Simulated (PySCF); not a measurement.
# CH5FN2Si: the cost of one run

The runs use PySCF 2.14.0, with density-fitted response routines of our own; the level of theory stands in each step. All values are computed, except where a source is named. Atoms count from 0, in the outputs and in this text.

### 1 The starting structure

10 atoms, charge 0, multiplicity 1; geometry from: GFN2-xTB. The atoms were then displaced at random by about 0.01 Å, so the start is not that level's minimum.

Bonds of the start (Å): C0–N1 1.28, N1–N2 1.36, N2–Si3 1.70, Si3–F4 1.64, C0–H5 1.09, C0–H6 1.07, N2–H7 1.00, Si3–H8 1.46, Si3–H9 1.46.

### 2 Optimising the geometry at PBE0-D3(BJ)/def2-SVP

The job: settings as JSON, then the geometry in Å.

```
{"job": {"xc": "PBE0", "basis": "def2-SVP", "d3": "d3bj", "grid": 1, "shake": 0.01, "kind": "geom"}, "charge": 0, "multiplicity": 1}
C      1.852240     0.064060     0.025230
N      1.081270     0.281250    -0.979000
N     -0.268620     0.194660    -0.884100
Si    -1.235320    -0.175050     0.469600
F     -2.714390    -0.091880    -0.236430
H      1.466920    -0.155140     1.016060
H      2.901920     0.173360    -0.134610
H     -0.666230     0.389180    -1.776090
H     -1.121190    -1.541980     0.958310
H     -1.246170     0.840600     1.519970
```

Run with:

```
$ OMP_NUM_THREADS=1 python probes_run.py task.json out
```

One launch serves the whole session: the jobs run in the order shown.

**Question.** How long does this first job take on 1 thread of Arm Neoverse V1, shared host, and how much memory does it need?

About 21 s, with a peak of 0.41 GiB.
